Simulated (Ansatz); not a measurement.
**Molecular dynamics of Ba2LiSi3**

Input file:

```yaml
crystal:
  lattice:
    - [0.0670438637, 7.7211386662, 9.7998081129]
    - [4.4252347942, 0.1595868941, 9.7060801202]
    - [4.5204230218, 7.6548569879, 0.0811923904]
  atoms:
    - { symbol: Ba, position: [0.85906498, 0.89998038, 0.1456123] }
    - { symbol: Ba, position: [0.08712722, 0.10478971, 0.89912333] }
    - { symbol: Ba, position: [0.3342252, 0.38490306, 0.15610429] }
    - { symbol: Ba, position: [0.16248223, 0.10805238, 0.33953972] }
    - { symbol: Ba, position: [0.63364874, 0.62011446, 0.33444373] }
    - { symbol: Ba, position: [0.34756627, 0.37592998, 0.6311952] }
    - { symbol: Ba, position: [0.58688316, 0.63465418, 0.89937508] }
    - { symbol: Ba, position: [0.84948552, 0.90922407, 0.61829709] }
    - { symbol: Li, position: [0.12482855, 0.90100864, 0.12140944] }
    - { symbol: Li, position: [0.82004128, 0.14559227, 0.8058523] }
    - { symbol: Li, position: [0.07072612, 0.45455173, 0.08164075] }
    - { symbol: Li, position: [0.31723529, 0.10678233, 0.58047253] }
    - { symbol: Si, position: [0.68159635, 0.28833204, 0.15530358] }
    - { symbol: Si, position: [0.77616653, 0.20992398, 0.36906796] }
    - { symbol: Si, position: [0.23880217, 0.77529869, 0.59900531] }
    - { symbol: Si, position: [0.34767062, 0.67407756, 0.81367271] }
    - { symbol: Si, position: [0.62791962, 0.90774428, 0.5651395] }
    - { symbol: Si, position: [0.87189558, 0.64804463, 0.89444974] }
    - { symbol: Si, position: [0.60664995, 0.32175791, 0.69497911] }
    - { symbol: Si, position: [0.32377139, 0.65298284, 0.35650707] }
    - { symbol: Si, position: [0.90135798, 0.59700339, 0.43528279] }
    - { symbol: Si, position: [-0.00486295, 0.45827959, 0.63968602] }
    - { symbol: Si, position: [0.35926196, 0.07616946, 0.90671806] }
    - { symbol: Si, position: [0.52264169, 0.94132231, 0.05799015] }
basis:
  ecutwfc: 420.0
kpoints:
  mp_grid: { grid: [1, 1, 1] }
hamiltonian:
  xc: pbesol
scf:
  occupations: { method: fermi_dirac, width: 0.05 }
  lower_state_search: "off"
md:
  timestep: 1
  n_steps: 400
  ensemble: nve
  temperature: 1950.0
  initial_velocities: maxwell_boltzmann
  seed: 756743
```

Command:

```bash
$ ansatz run input.yaml --threads 1 --pin off --max-ram 3072MiB --backend cpu --events-out ev --progress --plain --runs-dir out
```

It goes on from the last frame of an earlier run, with new velocities.

Output, in part (step lines):

```
md step     0: t =     0.00 fs  T =  1950.0 K  F+E_penalty+E_count = -55174.41357136 eV  E_kin = 5.797311 eV  conserved = -55168.61626041 eV  (11 SCF iters)
md step     1: t =     1.00 fs  T =  1968.0 K  F+E_penalty+E_count = -55174.46736625 eV  E_kin = 5.850843 eV  conserved = -55168.61652354 eV  (8 SCF iters)
md step     2: t =     2.00 fs  T =  1987.0 K  F+E_penalty+E_count = -55174.52401631 eV  E_kin = 5.907222 eV  conserved = -55168.61679392 eV  (8 SCF iters)
md step     3: t =     3.00 fs  T =  2005.5 K  F+E_penalty+E_count = -55174.57944766 eV  E_kin = 5.962391 eV  conserved = -55168.61705711 eV  (8 SCF iters)
md step     4: t =     4.00 fs  T =  2022.3 K  F+E_penalty+E_count = -55174.62968968 eV  E_kin = 6.012386 eV  conserved = -55168.61730323 eV  (8 SCF iters)
md step     5: t =     5.00 fs  T =  2036.2 K  F+E_penalty+E_count = -55174.67103696 eV  E_kin = 6.053510 eV  conserved = -55168.61752668 eV  (3 SCF iters)
md step     6: t =     6.00 fs  T =  2045.9 K  F+E_penalty+E_count = -55174.70015143 eV  E_kin = 6.082427 eV  conserved = -55168.61772458 eV  (3 SCF iters)
md step     7: t =     7.00 fs  T =  2050.5 K  F+E_penalty+E_count = -55174.71412108 eV  E_kin = 6.096226 eV  conserved = -55168.61789526 eV  (3 SCF iters)
[... lines left out ...]
md step   400: t =   400.00 fs  T =  1412.7 K  F+E_penalty+E_count = -55172.81632529 eV  E_kin = 4.199908 eV  conserved = -55168.61641778 eV  (8 SCF iters)
```

The steps, from the saved trajectory:

```tsv
time (fs)	T (K)	potential energy less start (eV)	conserved less start (meV/atom)
0.0	1950	0.000	0.00
13.0	1939	0.031	-0.08
26.0	1400	1.637	0.02
39.0	1541	1.215	-0.05
52.0	1533	1.240	-0.01
65.0	1654	0.880	-0.03
78.0	1758	0.570	-0.02
91.0	1849	0.299	-0.01
104.0	1894	0.165	-0.01
117.0	1854	0.284	-0.03
130.0	1496	1.349	0.02
143.0	1541	1.216	-0.02
156.0	1510	1.307	0.00
169.0	1543	1.210	-0.01
182.0	1557	1.168	-0.02
195.0	1443	1.509	0.02
208.0	1802	0.439	-0.02
221.0	2026	-0.226	-0.03
234.0	1847	0.308	0.02
247.0	2043	-0.278	-0.04
260.0	1985	-0.105	-0.02
273.0	1621	0.977	0.01
286.0	1534	1.236	-0.01
299.0	1527	1.257	-0.02
312.0	1358	1.760	0.01
325.0	1412	1.600	-0.02
338.0	1399	1.639	0.00
351.0	1407	1.613	-0.01
364.0	1474	1.415	0.01
377.0	1639	0.922	-0.03
390.0	1462	1.450	0.01
```

All steps were run. The conserved energy stayed within 0.083 meV per atom of its start (net change -0.0066 meV per atom), so the integration is sound. A run of 0.4 ps of so small a system gives no equilibrium averages. Limits of this set-up: coarse k mesh.

Mean squared displacements from the first frame to the last, about the centre of mass: Ba 0.25 Å², Li 1.42 Å², Si 0.78 Å².

Last frame:

```xyz
24
Lattice="0.0670 7.7211 9.7998 4.4252 0.1596 9.7061 4.5204 7.6549 0.0812" Properties=species:S:1:pos:R:3
Ba 4.753 7.766 16.937
Ba 4.264 7.578 2.427
Ba 2.495 3.913 6.897
Ba 2.035 3.159 2.188
Ba 4.529 7.550 12.437
Ba 4.501 7.742 6.719
Ba 7.064 12.048 12.399
Ba 6.729 11.096 17.071
Li 3.578 2.850 9.862
Li 4.968 12.666 10.352
Li 2.375 1.549 5.053
Li 2.602 5.390 4.726
Si 2.602 6.065 8.912
Si 1.905 8.622 10.003
Si 6.330 7.036 9.668
Si 5.867 9.709 10.371
Si 6.744 9.617 14.025
Si 7.153 14.219 15.513
Si 3.960 8.759 9.504
Si 4.690 5.324 9.588
Si 4.715 10.675 14.444
Si 5.376 5.314 4.978
Si 4.591 10.523 4.638
Si 4.751 5.148 14.781
```

Run time: 15 min on 1 thread of Intel(R) Xeon(R) 6975P-C (Granite Rapids) (shared host), peak memory 0.85 GiB.
